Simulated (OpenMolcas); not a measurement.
# One shape, several levels: GeNH3 (SMILES [N][GeH3])

Aim: a comparison of 6 runs (UB3LYP/6-31G*, UPBE0/def2-SVP, UB3LYP/aug-cc-pVDZ, ROMP2/ANO-RCC-VDZ, ROCCSD/ANO-R0) of GeNH3. 

The calculation is run with OpenMolcas 26.06.

2 further runs of the same task are left out: 2 set aside as unsound or not needed.

### Step 1. The structure to begin with

The species is GeNH3 (5 atoms), meant as a triplet with charge 0. SMILES: `[N][GeH3]`. The shape comes from GFN2-xTB, which is rough for such elements, and wasn't checked as a minimum.

Bond lengths: N1–Ge2 1.735 Å, Ge2–H3 1.504 Å, Ge2–H4 1.504 Å, Ge2–H5 1.504 Å. Angles: N1–Ge2–H3 111.9°, N1–Ge2–H4 111.9°, N1–Ge2–H5 111.9°, H3–Ge2–H4 106.9°, H3–Ge2–H5 106.9°, H4–Ge2–H5 106.9°.

### Step 2. Energy and forces at UB3LYP/6-31G(d) (spherical functions) (run 1)

Input file test.input:

```
&GATEWAY
BasLib = $CurrDir
BasisSet
N.6-31Gs....
N1 -0.957900 0.020900 1.433700 angstrom
End of Basis
BasisSet
Ge.6-31Gs....
Ge2 0.005750 -0.000130 -0.008750 angstrom
End of Basis
BasisSet
H.6-31Gs....
H3 -0.726050 0.592710 -1.180850 angstrom
H4 0.400050 -1.397520 -0.399400 angstrom
H5 1.278160 0.784040 0.155290 angstrom
End of Basis
&SEWARD
GridInput
Grid=UltraFine
End of Grid
&SCF
UHF
Spin = 3
KSDFT = B3LYP
Thresholds = 1e-10 1e-07 1e-07 1e-05
PrOrbitals = 0
&ALASKA
```

The basis set 6-31G* is read from a file made from the Basis Set Exchange's data (not shown).

Started as:

```
$ export MOLCAS_MEM=1860
$ pymolcas test.input > test.log
```

The log of the run:

```text
--- Start Module: gateway ---
[...]
--- Stop Module: gateway /rc=_RC_ALL_IS_WELL_ ---
[...]
      Basis functions           52
[...]
--- Start Module: scf ---
[...]
       Convergence after  18 Iterations
[...]
::    Total KS-DFT energy                           -2133.1695611233
[...]
      Total spin, S                                     1.0025006192
[...]
      Total electronic charge=   42.000000
      Total            charge=   -0.000000
[...]
      Dipole Moment (debye):
      Origin of the operator (angstrom)=   -0.1323    0.0029    0.1978
                   X=  8.8886E-01               Y= -1.9406E-02               Z= -1.3310E+00           Total=  1.6007E+00
      Quadrupole Moment (debye*angstrom):
[...]
--- Stop Module: scf /rc=_RC_ALL_IS_WELL_ ---
[...]
--- Start Module: alaska ---
[...]
 *              Molecular gradients               *
 **************************************************
  Irreducible representation: a
 ------------------------------------------------------------------------------------------
                              X                       Y                       Z
 ------------------------------------------------------------------------------------------
  N1                4.44993748654081E-02   -9.72860909962792E-04   -6.66082252565410E-02
  GE2              -3.88550486542822E-02    8.37739850192643E-04    5.80724443138809E-02
  H3                1.08167306296574E-02   -7.24391098559041E-03    1.14316504937770E-02
  H4               -2.89623147967610E-03    1.69749149073803E-02    1.93380576378299E-03
  H5               -1.35648253610823E-02   -9.59588286201951E-03   -4.82967531488948E-03
 ------------------------------------------------------------------------------------------
--- Stop Module: alaska /rc=_RC_ALL_IS_WELL_ ---
[...]
```

It took 27 s on 1 thread of Intel Xeon Platinum 8259CL at 2.50GHz (Skylake/Cascade Lake), shared host; peak memory 0.39 GiB.

### Step 3. Energy and forces at UB3LYP/6-31G(d) (Cartesian functions) (run 2)

Input file mol.xyz:

```xyz
5

N     -0.957900     0.020900     1.433700
Ge     0.005750    -0.000130    -0.008750
H     -0.726050     0.592710    -1.180850
H      0.400050    -1.397520    -0.399400
H      1.278160     0.784040     0.155290
```

Input file mol.input:

```
>>> EXPORT MOLCAS_PRINT=2

&GATEWAY
 BASLIB=$CurrDir
 COORD=mol.xyz
 BASIS=6-31Gs
 GROUP=NoSym

&SEWARD
 GRIDINPUT
 Grid=UltraFine
 End of Grid

&SCF
 UHF
 SPIN=3
 KSDFT=B3LYP
 THRESHOLDS=1e-10 1e-07 1e-07 1e-05
 PRORBITALS=0

&ALASKA
```

The basis set 6-31G* is read from a file made from the Basis Set Exchange's data (not shown).

Started as:

```
$ export MOLCAS_MEM=1860
$ pymolcas mol.input > mol.log
```

The log of the run:

```text
--- Start Module: gateway ---
[...]
--- Stop Module: gateway /rc=_RC_ALL_IS_WELL_ ---
[...]
      Basis functions           56
[...]
--- Start Module: scf ---
[...]
       Convergence after  18 Iterations
[...]
::    Total KS-DFT energy                           -2133.1766475755
[...]
      Total spin, S                                     1.0025009812
[...]
      Total electronic charge=   42.000000
      Total            charge=   -0.000000
[...]
      Dipole Moment (debye):
      Origin of the operator (angstrom)=   -0.1323    0.0029    0.1978
                   X=  8.8231E-01               Y= -1.9263E-02               Z= -1.3212E+00           Total=  1.5889E+00
      Quadrupole Moment (debye*angstrom):
[...]
--- Stop Module: scf /rc=_RC_ALL_IS_WELL_ ---
[...]
--- Start Module: alaska ---
[...]
 *              Molecular gradients               *
 **************************************************
  Irreducible representation: a
 ------------------------------------------------------------------------------------------
                              X                       Y                       Z
 ------------------------------------------------------------------------------------------
  N1                4.41277972965519E-02   -9.64789339861605E-04   -6.60519993672963E-02
  GE2              -3.88554975677966E-02    8.37728905948465E-04    5.80728010578113E-02
  H3                1.04534930141531E-02   -6.96657159065195E-03    1.09165085855460E-02
  H4               -2.73353581230529E-03    1.63229352872500E-02    1.78363930383130E-03
  H5               -1.29922569306471E-02   -9.22930326269578E-03   -4.72094957991226E-03
 ------------------------------------------------------------------------------------------
--- Stop Module: alaska /rc=_RC_ALL_IS_WELL_ ---
[...]
```

It took 29 s on 1 thread of Intel Xeon Platinum 8259CL at 2.50GHz (Skylake/Cascade Lake), shared host; peak memory 0.39 GiB.

Run 3 isn't shown in full; the table further down has it.

### Step 4. Energy and forces at UB3LYP/aug-cc-pVDZ (run 4)

mol.xyz is that of step 3.

Input file test.input:

```
* GeH3N Kohn-Sham DFT
>>> EXPORT MOLCAS_PRINT=2

&GATEWAY
 BasLib
 $CurrDir
 Coord
 mol.xyz
 Basis
 aug-cc-pVDZ
 Group
 NoSym

&SEWARD
 GridInput
 Grid=UltraFine
 End of Grid

&SCF
 UHF
 Spin
 3
 KSDFT
 B3LYP
 Thresholds
 1e-10 1e-07 1e-07 1e-05
 PrOrbitals
 1

&ALASKA
```

The basis set aug-cc-pVDZ is read from a file made from the Basis Set Exchange's data (not shown).

Started as:

```
$ export MOLCAS_MEM=1860
$ pymolcas test.input > test.log
```

The log of the run:

```text
--- Start Module: gateway ---
[...]
--- Stop Module: gateway /rc=_RC_ALL_IS_WELL_ ---
[...]
      Basis functions           86
[...]
--- Start Module: scf ---
[...]
       Convergence after  18 Iterations
[...]
::    Total KS-DFT energy                           -2133.4379262638
[...]
      Total spin, S                                     1.0028437484
[...]
      Total electronic charge=   42.000000
      Total            charge=   -0.000000
[...]
      Dipole Moment (debye):
      Origin of the operator (angstrom)=   -0.1323    0.0029    0.1978
                   X=  8.9176E-01               Y= -1.9468E-02               Z= -1.3354E+00           Total=  1.6059E+00
      Quadrupole Moment (debye*angstrom):
[...]
--- Stop Module: scf /rc=_RC_ALL_IS_WELL_ ---
[...]
--- Start Module: alaska ---
[...]
 *              Molecular gradients               *
 **************************************************
  Irreducible representation: a
 ------------------------------------------------------------------------------------------
                              X                       Y                       Z
 ------------------------------------------------------------------------------------------
  N1                4.63208718635819E-02   -1.01261842649847E-03   -6.93345884277612E-02
  GE2              -4.18336454460171E-02    9.14965686209149E-04    6.25938129500554E-02
  H3                1.03996971302109E-02   -6.79436013021828E-03    1.02887759686139E-02
  H4               -2.44142095768529E-03    1.58886479591329E-02    1.39185446284706E-03
  H5               -1.24455025901149E-02   -8.99663508861392E-03   -4.93985495372845E-03
 ------------------------------------------------------------------------------------------
--- Stop Module: alaska /rc=_RC_ALL_IS_WELL_ ---
[...]
```

Wall time 62 s (1 thread of Intel Xeon Platinum 8259CL at 2.50GHz (Skylake/Cascade Lake), shared host); peak memory 0.47 GiB.

Run 5 isn't shown in full; the table further down has it.

### Step 5. A single-point energy at ROCCSD/ANO-R0 (DKH3) (run 6)

Input file struct.xyz:

```xyz
5

N     -0.957900     0.020900     1.433700
Ge     0.005750    -0.000130    -0.008750
H     -0.726050     0.592710    -1.180850
H      0.400050    -1.397520    -0.399400
H      1.278160     0.784040     0.155290
```

Input file run.inp:

```
&GATEWAY
  Coord=struct.xyz
  Basis=ANO-R0
  Group=NoSym

&SEWARD
  Relativistic=R03O02
  Expert

&SCF
  UHF
  Spin=3
  PrOrbitals=1

&RASSCF
  FileOrb=$Project.UnaOrb
  Spin=3
  Nactel=2 0 0
  Inactive=20
  Ras2=2
  OutOrbitals=Canonical
  OrbListing=Nothing

&MOTRA
  JobIph
  Frozen=10

&CCSDT
  CCSD
  Iterations=50
  Accuracy=1e-05
  Extrapolation=5 4
```

Started as:

```
$ export MOLCAS_MEM=800
$ pymolcas run.inp > run.log
```

The log of the run:

```text
--- Start Module: gateway ---
[...]
--- Stop Module: gateway /rc=_RC_ALL_IS_WELL_ ---
[...]
 ###    WARNING:  EXPERT option is ON!                                       ###
 ###############################################################################
               SEWARD will generate:
[...]
      Basis functions           26
[...]
       Convergence after  15 Iterations
[...]
::    Total SCF energy                              -2152.8387674633
[...]
      Total spin, S                                     1.0091729927
[...]
      Number of active orbitals                  2
[...]
      Spin quantum number                      1.0
[...]
      Active orbitals                            2
[...]
      Number of CSFs                             1
[...]
      Number of root(s) required                 1
[...]
      Convergence after  7 iterations
[...]
      printout of CI-coefficients larger than  0.05 for root  1
      energy=   -2152.833701
      conf/sym  11     Coeff  Weight
             1  uu   1.00000 1.00000
      Natural orbitals and occupation numbers for root  1
      sym 1:   1.000000   1.000000
      ************************************************************************************************************************
      *                                                    Final results                                                     *
[...]
::    RASSCF root number  1 Total energy:  -2152.83370062
[...]
      Total electronic charge=   42.000000
      Total            charge=   -0.000000
[...]
      Dipole Moment (debye):
      Origin of the operator (angstrom)=   -0.1323    0.0029    0.1978
                   X= -5.8309E-01               Y=  1.2762E-02               Z=  8.7207E-01           Total=  1.0491E+00
      Quadrupole Moment (debye*angstrom):
[...]
--- Start Module: motra ---
[...]
      *** WARNING: Default frozen orbitals is overwritten by user input.
      *** Default values:  15
[...]
--- Stop Module: motra /rc=_RC_ALL_IS_WELL_ ---
--- Start Module: ccsdt ---
[...]
      Convergence after                    11  Iterations
      Total energy (diff) :   -2152.90198997      -0.00000469
[...]
--- Stop Module: ccsdt /rc=_RC_ALL_IS_WELL_ ---
[...]
```

Run time: 6 s. Hardware: 1 thread of Intel Xeon Platinum 8259CL at 2.50GHz (Skylake/Cascade Lake), shared host; peak memory 0.24 GiB.

### Step 6. Overview of the runs

| run | level | Cartesian functions | integral approximation | energy (Eh) | dipole moment (D) | HOMO energy (eV) | LUMO energy (eV) | wall time |
| --- | --- | --- | --- | --- | --- | --- | --- | --- |
| 1 | UB3LYP/6-31G* (spherical functions) | no | none | -2133.169561 | 1.60 | -8.20 | -3.29 | 27 s |
| 2 | UB3LYP/6-31G* (Cartesian functions) | yes | none | -2133.176648 | 1.59 | -8.21 | -3.31 | 29 s |
| 3 | UPBE0/def2-SVP | no | none | -2132.778019 | 1.52 | -8.49 | -2.91 | 30 s |
| 4 | UB3LYP/aug-cc-pVDZ | no | none | -2133.437926 | 1.61 | -8.46 | -3.65 | 62 s |
| 5 | ROMP2/ANO-RCC-VDZ (DKH2, RICD fitting) | no | RICD aCD | -2153.246798 | – | – | – | 9.3 s |
| 6 | ROCCSD/ANO-R0 (DKH3) | no | none | -2152.901990 | – | – | – | 6 s |

### Step 7. Outcome

```
           quantity           value
run 6: total energy  -2152.90199 Eh
```

**Reading.** Over runs 1, 2, 3, 4 the dipole moment (its size) runs from 1.52 D (UPBE0/def2-SVP) to 1.61 D (UB3LYP/aug-cc-pVDZ). The two ends differ in method and basis. Totals of different functionals can't be ranked against each other. Some runs of one species differ in core potentials or relativity; totals across that change don't compare. In run 6 the basis is minimal, so the values are rough. All runs together took 2.7 min, the longest 62 s.
